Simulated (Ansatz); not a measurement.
# CH7NO2Zr: taking an electron away

How much energy removes an electron from CH7NO2Zr at fixed geometry? The cation is run at each level and the neutral's energy taken from earlier runs.

Method: unrestricted cation, the program's frozen cores in correlated methods; program: Ansatz 0.2.0, Gaussian basis.

The runs, in order: UKS PBE-D4/def2-TZVPP; UKS r2SCAN-D4/def2-TZVPP; UKS PBE0-D4/def2-TZVPP; UKS B3LYP-D4/def2-TZVPP; UKS wB97X-V/def2-TZVPP; UKS wB97M-V/def2-TZVPP; UKS B2PLYP/def2-TZVPP; UHF-CCSD(T)/def2-TZVPP; UHF-MP2/def2-QZVPP; extrapolation to the limit; then −ε(HOMO) from the neutral's earlier runs with LDA (SPW92), PBE-D4, revPBE-D4, BLYP-D4, r2SCAN-D4, B97M-V, PBE0-D4, B3LYP-D4, r2SCANh-D4, r2SCAN0-D4, HSE06-D4, BHLYP-D4, CAM-B3LYP-D4, LC-ωPBE, ωB97X-V, ωB97M-V.

## (1) Structure used throughout

An earlier PBE0-D4 in a triple-zeta def2 set relaxation fixed the geometry. Zr takes the def2 core potential; no spin-orbit term is included.

SMILES `[CH3][Zr]([NH2])([OH])[OH]`, 12 atoms, charge 0, spin multiplicity 1.

Atoms are counted from 1 here; the program's logs count them from 0.

Bond lengths: C1–Zr2 2.240 Å, C1–H6 1.096 Å, C1–H7 1.097 Å, C1–H8 1.096 Å, Zr2–N3 2.037 Å, Zr2–O4 1.927 Å, Zr2–O5 1.926 Å, N3–H9 1.011 Å, N3–H10 1.011 Å, O4–H11 0.952 Å, O5–H12 0.952 Å. Angles: Zr2–C1–H6 111.5°, Zr2–C1–H7 111.0°, Zr2–C1–H8 111.4°, H6–C1–H7 107.6°, H6–C1–H8 107.5°, H7–C1–H8 107.6°, C1–Zr2–N3 105.6°, C1–Zr2–O4 105.2°, C1–Zr2–O5 105.1°, N3–Zr2–O4 109.9°, N3–Zr2–O5 109.9°, O4–Zr2–O5 120.1°, Zr2–N3–H9 125.7°, Zr2–N3–H10 125.7°, H9–N3–H10 108.5°, Zr2–O4–H11 165.6°, Zr2–O5–H12 165.9°.

## (2) Cation, UKS PBE-D4/def2-TZVPP

Contents of in.yaml:

```yaml
crystal:
  periodic: [false, false, false]
  atoms:
    - {symbol: C, position_ang: [-1.367395, -0.041202, 1.164145]}
    - {symbol: Zr, position_ang: [0.234032, -0.212457, -0.392444]}
    - {symbol: N, position_ang: [1.473128, 1.372819, -0.077669]}
    - {symbol: O, position_ang: [1.156034, -1.855176, 0.011314]}
    - {symbol: O, position_ang: [-0.679105, -0.006925, -2.076201]}
    - {symbol: H, position_ang: [-1.921555, 0.898997, 1.067978]}
    - {symbol: H, position_ang: [-2.090106, -0.861796, 1.077359]}
    - {symbol: H, position_ang: [-0.947897, -0.075130, 2.175621]}
    - {symbol: H, position_ang: [1.395715, 2.278356, -0.520176]}
    - {symbol: H, position_ang: [2.300346, 1.368560, 0.503285]}
    - {symbol: H, position_ang: [1.516446, -2.736312, 0.002400]}
    - {symbol: H, position_ang: [-1.069632, -0.129734, -2.935613]}
basis:
  gaussian: {orbitals: def2-TZVPP}
total_charge: 1
magnetization: {spin_polarized: true, initial_magnetization: 1}
hamiltonian: {xc: pbe, dispersion: d4}
```

Started as:

```console
> ansatz run in.yaml --threads 2 --pin off --events-out ev --progress --plain --max-ram 22528MiB --backend cuda --devices 0, --max-vram 18GiB
```

Further steps of the session: Cation, UKS r2SCAN-D4/def2-TZVPP; Cation, UKS PBE0-D4/def2-TZVPP; Cation, UKS B3LYP-D4/def2-TZVPP; Cation, UKS wB97X-V/def2-TZVPP; Cation, UKS wB97M-V/def2-TZVPP; Cation, UKS B2PLYP (frozen core)/def2-TZVPP; Cation, UHF-CCSD(T)/def2-TZVPP; Cation, UHF-MP2/def2-QZVPP.

**Question.** What will the summary of the whole plan be? Wanted: ionisation energy, CCSD(T)/CBS; nearest functional by difference; nearest −ε(HOMO); −ε(HOMO) of PBE; T1 of the cation.

As calculated:

| quantity | value |
| --- | --- |
| ionisation energy, CCSD(T)/CBS | 9.39 eV |
| nearest functional by difference | ωB97M-V (-0.29 eV) |
| nearest −ε(HOMO) | ωB97X-V (-0.09 eV) |
| −ε(HOMO) of PBE | 5.54 eV |
| T1 of the cation | 0.053 |

By cation minus neutral, the functionals miss by 0.92 eV at most. −ε(HOMO) of PBE misses by 3.9 eV, since self-interaction lifts the level. Among orbital estimates ωB97X-V comes nearest. Hartree-Fock falls 1.47 eV short, as the neutral has more correlation energy than the cation. The cation's T1 (from the report) is 0.053, above the customary mark of 0.045 for open shells, so the coupled-cluster value is less safe. Correlated methods include outer-core shells of Zr, which these sets cover unevenly.
